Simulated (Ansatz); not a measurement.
# Al15SbN16: the cost of one run

Program: Ansatz 0.2.0. Level of theory: DFT, PBE, plane-wave PAW, default files, scalar-relativistic, as far as a step names no other. These are calculated values, not measurements.

The COD entry's cell or inner coordinates are ideal or old and differ from later refinements, so a difference from it is no clean test against experiment.

## (1) The starting structure

Symmetry: P3m1, No. 156, trigonal system. Conventional cell: a = 6.226 Å, b = 6.226 Å, c = 9.962 Å, α = 90.00°, β = 90.00°, γ = 120.00°. Sb (site symmetry 3m) has 4 N at 1.89 Å as nearest neighbours. Al (site symmetry 3m) has 4 N at 1.89 Å as nearest neighbours. Around Al (site symmetry m) lie 4 N at 1.89 Å. Only part of the 16 independent sites is listed.

Structure file:

```
Sb Al N
1.0
     6.22600    0.00000    0.00000
    -3.11300    5.39187    0.00000
     0.00000    0.00000    9.96200
Sb Al N
1 15 16
Direct
  0.16667 0.33333 0.00000
  0.16667 0.33333 0.50000
  0.16667 0.83333 0.00000
  0.16667 0.83333 0.50000
  0.66667 0.33333 0.00000
  0.66667 0.33333 0.50000
  0.66667 0.83333 0.00000
  0.66667 0.83333 0.50000
  0.33333 0.16667 0.25000
  0.33333 0.16667 0.75000
  0.33333 0.66667 0.25000
  0.33333 0.66667 0.75000
  0.83333 0.16667 0.25000
  0.83333 0.16667 0.75000
  0.83333 0.66667 0.25000
  0.83333 0.66667 0.75000
  0.16667 0.33333 0.19000
  0.16667 0.33333 0.69000
  0.16667 0.83333 0.19000
  0.16667 0.83333 0.69000
  0.66667 0.33333 0.19000
  0.66667 0.33333 0.69000
  0.66667 0.83333 0.19000
  0.66667 0.83333 0.69000
  0.33333 0.16667 0.44000
  0.33333 0.16667 0.94000
  0.33333 0.66667 0.44000
  0.33333 0.66667 0.94000
  0.83333 0.16667 0.44000
  0.83333 0.16667 0.94000
  0.83333 0.66667 0.44000
  0.83333 0.66667 0.94000
```

Atom 1 of the input is the impurity.

## (2) First run, atoms as given

Input file input.yaml:

```yaml
crystal:
  lattice:
    - [6.226, 0.0, 0.0]
    - [-3.113, 5.391874164, 0.0]
    - [0.0, 0.0, 9.962]
  atoms:
    - { symbol: Sb, position: [0.1666666666, 0.3333333334, 0.0] }
    - { symbol: Al, position: [0.1666666666, 0.3333333334, 0.5] }
    - { symbol: Al, position: [0.1666666666, 0.8333333334, 0.0] }
    - { symbol: Al, position: [0.1666666666, 0.8333333334, 0.5] }
    - { symbol: Al, position: [0.6666666666, 0.3333333334, 0.0] }
    - { symbol: Al, position: [0.6666666666, 0.3333333334, 0.5] }
    - { symbol: Al, position: [0.6666666666, 0.8333333334, 0.0] }
    - { symbol: Al, position: [0.6666666666, 0.8333333334, 0.5] }
    - { symbol: Al, position: [0.3333333334, 0.1666666666, 0.25] }
    - { symbol: Al, position: [0.3333333334, 0.1666666666, 0.75] }
    - { symbol: Al, position: [0.3333333334, 0.6666666666, 0.25] }
    - { symbol: Al, position: [0.3333333334, 0.6666666666, 0.75] }
    - { symbol: Al, position: [0.8333333334, 0.1666666666, 0.25] }
    - { symbol: Al, position: [0.8333333334, 0.1666666666, 0.75] }
    - { symbol: Al, position: [0.8333333334, 0.6666666666, 0.25] }
    - { symbol: Al, position: [0.8333333334, 0.6666666666, 0.75] }
    - { symbol: "N", position: [0.1666666666, 0.3333333334, 0.19] }
    - { symbol: "N", position: [0.1666666666, 0.3333333334, 0.69] }
    - { symbol: "N", position: [0.1666666666, 0.8333333334, 0.19] }
    - { symbol: "N", position: [0.1666666666, 0.8333333334, 0.69] }
    - { symbol: "N", position: [0.6666666666, 0.3333333334, 0.19] }
    - { symbol: "N", position: [0.6666666666, 0.3333333334, 0.69] }
    - { symbol: "N", position: [0.6666666666, 0.8333333334, 0.19] }
    - { symbol: "N", position: [0.6666666666, 0.8333333334, 0.69] }
    - { symbol: "N", position: [0.3333333334, 0.1666666666, 0.44] }
    - { symbol: "N", position: [0.3333333334, 0.1666666666, 0.94] }
    - { symbol: "N", position: [0.3333333334, 0.6666666666, 0.44] }
    - { symbol: "N", position: [0.3333333334, 0.6666666666, 0.94] }
    - { symbol: "N", position: [0.8333333334, 0.1666666666, 0.44] }
    - { symbol: "N", position: [0.8333333334, 0.1666666666, 0.94] }
    - { symbol: "N", position: [0.8333333334, 0.6666666666, 0.44] }
    - { symbol: "N", position: [0.8333333334, 0.6666666666, 0.94] }
kpoints:
  mp_grid: { grid: [4, 4, 2] }
scf:
  occupations: { method: fermi_dirac, width: 0.01 }
hamiltonian:
  xc: pbe
  pseudopotentials: { kind: paw }
output:
  forces: true
  stress: true
  populations: true
  efg:
    quadrupole_moments_barn: { Sb: -0.543, Al: 0.1466, "N": 0.02044 }
    contact_densities: true
```

Launch:

```sh
$ ansatz run input.yaml --threads 1 --pin off --max-ram 3072MiB --backend cpu --events-out ev --progress --plain --runs-dir out
```

Q: Estimate wall time and peak memory on 1 thread of Intel Xeon 6975P-C (Granite Rapids), shared host.

About 21 s, with a peak of 0.73 GiB.
